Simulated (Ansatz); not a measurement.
# AlH8NOSi2: up Jacob's ladder to CCSD(T)

The task here is to estimate one member of a computed series from the others.

The runs use Ansatz 0.2.0, Gaussian basis; functionals in def2-TZVPP, the program's frozen cores in correlated methods.

The runs, in order: PBE-D4, r2SCAN-D4, PBE0-D4, B3LYP-D4, ωB97X-V, ωB97M-V, B2PLYP; CCSD(T)/def2-TZVPP; MP2/def2-QZVPP; extrapolation to the limit.

### Structure used throughout

An earlier PBE0-D4 in a triple-zeta def2 set relaxation fixed the geometry.

SMILES `N[Si](O)([AlH2])[SiH3]`, 13 atoms, charge 0, spin multiplicity 1.

Atoms are counted from 1 here; the program's logs count them from 0.

Bond lengths: N1–Si2 1.725 Å, N1–H6 1.007 Å, N1–H7 1.008 Å, Si2–O3 1.669 Å, Si2–Al4 2.469 Å, Si2–Si5 2.343 Å, O3–H8 0.959 Å, Al4–H9 1.597 Å, Al4–H10 1.590 Å, Si5–H11 1.490 Å, Si5–H12 1.488 Å, Si5–H13 1.492 Å. Angles: Si2–N1–H6 121.9°, Si2–N1–H7 122.0°, H6–N1–H7 111.2°, N1–Si2–O3 115.8°, N1–Si2–Al4 104.1°, N1–Si2–Si5 106.2°, O3–Si2–Al4 113.1°, O3–Si2–Si5 103.2°, Al4–Si2–Si5 114.5°, Si2–O3–H8 117.0°, Si2–Al4–H9 119.9°, Si2–Al4–H10 122.5°, H9–Al4–H10 117.6°, Si2–Si5–H11 109.5°, Si2–Si5–H12 111.7°, Si2–Si5–H13 111.2°, H11–Si5–H12 108.2°, H11–Si5–H13 107.8° and more.

The first run:

File in.yaml:

```yaml
crystal:
  periodic: [false, false, false]
  atoms:
    - {symbol: N, position_ang: [-0.931408, 0.027691, 1.534027]}
    - {symbol: Si, position_ang: [0.290591, -0.013668, 0.317812]}
    - {symbol: O, position_ang: [1.835950, 0.357318, 0.828218]}
    - {symbol: Al, position_ang: [0.106580, -2.279083, -0.645460]}
    - {symbol: Si, position_ang: [-0.212628, 1.721470, -1.173883]}
    - {symbol: H, position_ang: [-1.099945, -0.754173, 2.146075]}
    - {symbol: H, position_ang: [-1.241651, 0.891571, 1.951696]}
    - {symbol: H, position_ang: [2.230000, -0.223072, 1.482053]}
    - {symbol: H, position_ang: [0.117991, -3.555168, 0.315379]}
    - {symbol: H, position_ang: [-0.051768, -2.533305, -2.207455]}
    - {symbol: H, position_ang: [-1.445004, 1.378404, -1.937895]}
    - {symbol: H, position_ang: [0.889252, 1.947529, -2.147913]}
    - {symbol: H, position_ang: [-0.467560, 2.999885, -0.447753]}
basis:
  gaussian: {orbitals: def2-TZVPP}
hamiltonian: {xc: pbe, dispersion: d4}
output: {forces: true, orbitals: {seedname: orbitals}}
```

Launch:

```sh
$ ansatz run in.yaml --threads 4 --pin off --events-out ev --progress --plain --max-ram 10444MiB
```

Steps of the session up to this table: PBE-D4 (GGA); r2SCAN-D4 (meta-GGA); PBE0-D4 (hybrid); B3LYP-D4 (hybrid); ωB97X-V (range-separated); ωB97M-V (range-separated); B2PLYP (double hybrid); CCSD(T) in def2-TZVPP; MP2 in def2-QZVPP.

One of the session's tables, all rows but one given; the rest of the session is left out.

It belongs to the step «Atomisation energies». 

```
            method  atomisation energy (eV)
            PBE-D4                   42.004
         r2SCAN-D4                   41.891
           PBE0-D4                   41.463
          B3LYP-D4                   41.962
           ωB97X-V                   42.343
           ωB97M-V                   42.036
            B2PLYP                   41.332
     HF/def2-TZVPP                   30.077
    MP2/def2-TZVPP                   40.939
   CCSD/def2-TZVPP                        ?
CCSD(T)/def2-TZVPP                   40.794
           MP2/CBS                   42.276
       CCSD(T)/CBS                   42.131
```

Q: Estimate the row for CCSD/def2-TZVPP from the others.

The run gave: atomisation energy (eV): 40.266. In the column «atomisation energy (eV)» it lies between HF/def2-TZVPP (30.077) and CCSD(T)/def2-TZVPP (40.794).
